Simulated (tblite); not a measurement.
# C9H14F6O4S2: the cost of one run

Programs: tblite 0.8.0 and PySCF 2.14.0, with routines of our own; each step states its level. All values are computed. Atoms count from 0.

## Step 1: The system as given

35 atoms, charge 0, multiplicity 1; geometry from: force field, distance geometry or constructed start.

## Step 2: Geometry optimisation with GFN2-xTB

Job settings and geometry (Å):

```
{"job": {"kind": "relax", "xc": "GFN2-xTB", "basis": "xTB"}, "charge": 0, "multiplicity": 1}
C     -3.933600     1.025500    -1.057000
C     -3.053700     0.143400    -0.171700
C     -3.455100     0.340100     1.301600
C     -3.240400    -1.323600    -0.571000
S     -1.308900     0.646000    -0.420500
O     -1.014000     0.466600    -1.832300
O     -1.120600     1.936100     0.216000
C     -0.313300    -0.522500     0.486200
C      1.103600    -0.036100     0.735100
S      2.102500    -0.012100    -0.746300
O      1.900700    -1.287300    -1.410300
O      1.822400     1.215100    -1.461300
C      3.788300     0.087800    -0.283100
C      4.300500    -1.228500     0.156200
F      5.557900    -1.124000     0.638800
F      3.547800    -1.770200     1.146700
F      4.361900    -2.119400    -0.849400
C      3.978100     1.053800     0.809400
F      5.292000     1.285200     1.043300
F      3.445200     0.636900     1.976800
F      3.432600     2.262800     0.537300
H     -3.693000     0.904500    -2.115900
H     -3.807600     2.092700    -0.805500
H     -5.002700     0.775600    -0.931200
H     -4.516800     0.095200     1.449900
H     -2.886800    -0.291600     1.981100
H     -3.318900     1.383300     1.617900
H     -4.292700    -1.623300    -0.486900
H     -2.917300    -1.506800    -1.598400
H     -2.663800    -1.998900     0.084700
H     -0.329700    -1.473300    -0.059500
H     -0.801100    -0.669400     1.454100
H      1.569100    -0.728700     1.432800
H      1.118600     0.967900     1.172800
H      4.342500     0.416500    -1.180300
```

Run with:

```sh
$ OMP_NUM_THREADS=1 python large_run.py task.json out
```

The driver reads the jobs from task.json and runs them one after another.

**Question.** How long does this run take on 1 thread of Arm Neoverse V1, shared host?

About 5 s.
